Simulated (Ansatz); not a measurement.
# SiH (SMILES [SiH]) at UCCSDT/3-21G

What is the electronic atomisation energy of SiH at UCCSDT/3-21G? 

The results are computed with Ansatz 0.2.0.

66 further runs of the same task are left out: 2 that didn't finish, 64 set aside as unsound or not needed.

### 1 The system as given

SiH has 2 atoms, charge 0, and is taken as a doublet. SMILES: `[SiH]`. Geometry: relaxed at GFN2-xTB.

Bond lengths: Si1–H2 1.517 Å.

### 2 The energy at UCCSDT/3-21G

Input file run.yaml:

```yaml
crystal:
  periodic: [false, false, false]
  atoms:
    - {symbol: Si, position_ang: [0.000000, 0.000000, 0.000000]}
    - {symbol: H, position_ang: [0.000000, 0.000000, 1.516560]}
basis:
  gaussian:
    orbitals: 3-21G.json
magnetization:
  spin_polarized: true
  initial_magnetization: 1
correlation:
  method: ccsdt
  frozen_orbitals: {H: 0, Si: 5}
accuracy: high
scf:
  omitted_lower_state_checks: [cluster_reference, increment]
```

The basis set 3-21G is read from a file made from the Basis Set Exchange's data (not shown).

On the command line:

```bash
$ ansatz run run.yaml --threads 1 --pin off --max-ram 2610MiB --events-out events.jsonl --progress --plain --runs-dir runs
```

What it wrote, shortened:

```text
Warning: RAYON_NUM_THREADS=1 ignored (pool sized by the plan → 1); use --threads N
Functional definition: HF
  name "HF"
[...]
284 factors; integrals over basis functions are off by at most 2.9e-9 eV
[...]
mean field -7834.34966586 eV, -287.9070399074 hartree, gradient 2.3e-8 eV, S^2 0.753231; 4 other end points of the search recorded, 0 dependent functions left out
5 core orbitals not correlated: weight in the atoms' cores, before any rotation towards them, 1.000 or more for the frozen orbitals, at most 0.000 for the correlated occupied ones
reference -7834.34966586 eV, -287.9070399074 hartree; 3, 2 occupied and 7, 8 virtual orbitals, 284 factors
second order -0.82801043 eV of doubles, -0.00000000 eV of singles
cycle   1  -1.07796808 eV  change   -2.5e-1 eV  update   5.1e-2
[...]
cycle  22  -1.24404653 eV  change  -5.2e-10 eV  update  2.8e-10
Total energy: -7835.59371239 eV, -287.9527577742 hartree
Checks for a lower state left out: cluster_reference, increment
```

Wall time 0.54 s (1 thread of Arm Neoverse V2, shared host).

### 3 The H atom: a single-point energy at UHF/3-21G

Input file molecule.yaml:

```yaml
crystal:
  periodic: [false, false, false]
  atoms:
    - symbol: H
      position_ang: [0.000000, 0.000000, 0.000000]
basis:
  gaussian:
    orbitals: 3-21G.json
total_charge: 0
magnetization:
  spin_polarized: true
  initial_magnetization: 1
hamiltonian:
  xc: hf
accuracy: high
```

The basis set 3-21G is read from a file made from the Basis Set Exchange's data (not shown).

Run the same way, it converges to -0.49620 Eh (log not shown).

### 4 The Si atom, same level

Input file in.yaml:

```yaml
crystal:
  periodic: [false, false, false]
  atoms:
    - {symbol: Si, position_ang: [0.000000, 0.000000, 0.000000]}
basis:
  gaussian:
    orbitals: 3-21G.json
magnetization:
  spin_polarized: true
  initial_magnetization: 2
correlation:
  method: ccsdt
  frozen_orbitals: {Si: 5}
accuracy: high
scf:
  omitted_lower_state_checks: [cluster_reference, increment]
```

The basis set 3-21G is read from a file made from the Basis Set Exchange's data (not shown).

Run the same way, it converges to -287.36860 Eh (log not shown).

### 5 What came out

At UCCSDT/3-21G, 5 core orbitals frozen:

```
                                             quantity          value
                               molecule: total energy  -287.95276 Eh
molecule: correlation energy (5 core orbitals frozen)      -45.7 mEh
          molecule: ⟨S²⟩ of the reference determinant          0.753
                              molecule: T1 diagnostic          0.009
                                 H atom: total energy    -0.49620 Eh
                                         H atom: ⟨S²⟩          0.750
                                Si atom: total energy  -287.36860 Eh
 Si atom: correlation energy (5 core orbitals frozen)      -24.2 mEh
           Si atom: ⟨S²⟩ of the reference determinant          2.000
                               Si atom: T1 diagnostic          0.004
                        electronic atomisation energy       2.394 eV
```

Taking the molecule apart into free atoms costs 2.39 eV (231 kJ/mol), before zero-point energy and without spin-orbit coupling. The basis has no polarisation functions, which makes bonds too weak.
